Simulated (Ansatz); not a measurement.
Ba2Tl5V3O12:

```
CELL_PARAMETERS angstrom
6.48991 -6.67692 -0.04765
6.48991 6.67692 -0.04765
-1.96739 0.00000 5.75220
ATOMIC_POSITIONS crystal
Ba 0.47917 0.52083 0.00000
Ba 0.79264 0.20736 0.00000
V 0.65694 0.94605 0.25735
V 0.05395 0.34306 0.74265
V 0.57442 0.42558 0.50000
Tl 0.49835 0.85629 0.63726
Tl 0.14371 0.50165 0.36274
Tl 0.01508 0.98492 0.50000
Tl 0.30964 0.12677 0.21892
Tl 0.87323 0.69036 0.78108
O 0.00390 0.26325 0.44275
O 0.59719 0.60676 0.67706
O 0.91333 0.42820 0.84635
O 0.52536 0.79943 0.20594
O 0.68766 0.41628 0.31356
O 0.09251 0.20316 0.88601
O 0.58372 0.31234 0.68644
O 0.79684 0.90749 0.11399
O 0.57180 0.08667 0.15365
O 0.20057 0.47464 0.79406
O 0.73675 0.99610 0.55725
O 0.39324 0.40281 0.32294
```

The cell was built by a generator and needn't be a form met in nature.

| Property | Result |
| --- | --- |
| Program | Ansatz 0.2.0 |
| Task | relaxation of cell and atoms |
| Functional | PBEsol |
| Potentials or basis | Ansatz PAW |
| Cutoff | 420 eV (not typed: the program's choice for these potentials) |
| k mesh | 2 × 2 × 4 |
| Occupations | fermi-dirac, width 0.05 eV |
| Spin | collinear spin, ferromagnetic start |
| Starting moments | [0.0, 0.0, 2.0, 2.0, 2.0, 0.0, 0.0, 0.0, 0.0, 0.0, 0.0, 0.0, 0.0, 0.0, 0.0, 0.0, 0.0, 0.0, 0.0, 0.0, 0.0, 0.0] μB |

At the start: volume 22.60 Å³/atom.

Task: How do energy, volume and symmetry change on relaxing?

Result: It ends after 11 steps and the volume is 20.71 Å³/atom (-8.4 %); space group C2 (No. 5, to 0.05 Å); moment 0.00 μB per cell.

The path:
| step | energy change (eV) | largest force (eV/Å) | volume (Å³) |
| --- | --- | --- | --- |
| 1 | 0.0000 | 0.3203 | 497.26 |
| 2 | -0.2598 | 0.1886 | 471.67 |
| 3 | -0.2860 | 0.1457 | 464.39 |
| 4 | -0.2966 | 0.0530 | 462.14 |
| 5 | -0.3010 | 0.0248 | 460.75 |
| 6 | -0.3007 | 0.0173 | 461.10 |
| 7 | -0.3007 | 0.0066 | 461.13 |
| 8 | -0.2507 | 0.0065 | 461.13 |
| 9 | -0.2674 | 0.0218 | 454.95 |
| 10 | -0.2664 | 0.0080 | 455.58 |
| 11 | -0.2552 | 0.0081 | 455.58 |

Final structure:
```
CELL_PARAMETERS angstrom
6.34286 -6.35788 -0.07158
6.34286 6.35788 -0.07158
-1.94462 0.00000 5.67054
ATOMIC_POSITIONS crystal
Ba 0.47830 0.52170 0.00000
Ba 0.79831 0.20169 0.00000
V 0.65893 0.94711 0.26445
V 0.05289 0.34107 0.73555
V 0.57550 0.42450 0.50000
Tl 0.49344 0.86488 0.64429
Tl 0.13512 0.50656 0.35571
Tl 0.02580 0.97420 0.50000
Tl 0.30549 0.12582 0.23174
Tl 0.87418 0.69451 0.76826
O 0.00750 0.25422 0.43462
O 0.59494 0.61071 0.67991
O 0.90277 0.42600 0.83173
O 0.51853 0.80477 0.21507
O 0.69385 0.41842 0.31555
O 0.09914 0.20057 0.88724
O 0.58158 0.30615 0.68445
O 0.79943 0.90086 0.11276
O 0.57400 0.09723 0.16827
O 0.19523 0.48147 0.78493
O 0.74578 0.99250 0.56538
O 0.38929 0.40506 0.32009
```

Caveat: the plane-wave basis is chosen anew once the cell has moved, so the energies of steps on either side of that aren't comparable; the pressure holds a Pulay correction of +0.3 GPa for the finite cutoff; the PAW data sets come from PBE, with cores solved anew for the run's functional, which leaves a small shift of forces and pressure; the starting moments weren't kept.
